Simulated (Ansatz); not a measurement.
# Co2Si: the cost of one run

Computed with Ansatz 0.2.0 (DFT r²SCAN, scalar-relativistic, plane waves, PAW (the target; the first runs use scalar-relativistic PBE), unless a step's input says otherwise).

## (1) Starting point

It takes space group Pnma (No. 62, orthorhombic). Conventional cell: a = 4.918 Å, b = 3.738 Å, c = 7.109 Å, α = 90.00°, β = 90.00°, γ = 90.00°. Co (site symmetry m) has 5 Si at 2.34 to 2.57 Å and 8 Co at 2.50 to 2.68 Å as nearest neighbours. Co (site symmetry m) has 5 Si at 2.32 to 2.62 Å and 8 Co at 2.54 to 2.68 Å as nearest neighbours. Si (site symmetry m) has 10 Co at 2.32 to 2.62 Å as nearest neighbours.

As a file:

```xyz
12
Lattice="4.9180 0.0000 0.0000 0.0000 3.7380 0.0000 0.0000 0.0000 7.1090" Properties=species:S:1:pos:R:3 pbc="T T T"
Co    4.7311    2.8035    1.5498
Co    0.1869    0.9345    5.5592
Co    2.6459    0.9345    5.1043
Co    2.2721    2.8035    2.0047
Co    4.0623    2.8035    3.9953
Co    0.8557    0.9345    3.1137
Co    3.3147    0.9345    0.4408
Co    1.6033    2.8035    6.6682
Si    1.4656    2.8035    4.3436
Si    3.4524    0.9345    2.7654
Si    0.9934    0.9345    0.7891
Si    3.9246    2.8035    6.3199
```

The moments start at Co 1.50 μB.

## (2) Full relaxation (PBE, 4×6×4 mesh)

input.yaml reads:

```yaml
crystal:
  lattice:
    - [4.918, 0.0, 0.0]
    - [0.0, 3.738, 0.0]
    - [0.0, 0.0, 7.109]
  atoms:
    - { symbol: Co, position: [0.962, 0.75, 0.218], spin: 1.5 }
    - { symbol: Co, position: [0.038, 0.25, 0.782], spin: 1.5 }
    - { symbol: Co, position: [0.538, 0.25, 0.718], spin: 1.5 }
    - { symbol: Co, position: [0.462, 0.75, 0.282], spin: 1.5 }
    - { symbol: Co, position: [0.826, 0.75, 0.562], spin: 1.5 }
    - { symbol: Co, position: [0.174, 0.25, 0.438], spin: 1.5 }
    - { symbol: Co, position: [0.674, 0.25, 0.062], spin: 1.5 }
    - { symbol: Co, position: [0.326, 0.75, 0.938], spin: 1.5 }
    - { symbol: Si, position: [0.298, 0.75, 0.611] }
    - { symbol: Si, position: [0.702, 0.25, 0.389] }
    - { symbol: Si, position: [0.202, 0.25, 0.111] }
    - { symbol: Si, position: [0.798, 0.75, 0.889] }
basis:
  ecutwfc: 420
  ecutrho_ratio: 4
kpoints:
  mp_grid: { grid: [4, 6, 4] }
hamiltonian:
  xc: pbe
scf:
  occupations: { method: gaussian, width: 0.05 }
output:
  forces: true
  stress: true
  eigenvalues: true
  populations: true
magnetization:
  spin_polarized: true
relax:
  f_tol: 0.03
  max_steps: 60
  cell: { stress_tol: 0.3 }
```

Started as:

```sh
> ansatz run input.yaml --threads 8 --pin off --max-ram 22528MiB --backend cpu --events-out ev --progress --plain --runs-dir out
```

**Question.** How long does this run take on 8 threads of Intel Xeon at 2.50GHz (Skylake/Cascade Lake), shared host, and how much memory does it need?

About 2.1 min, with a peak of 1.4 GiB.
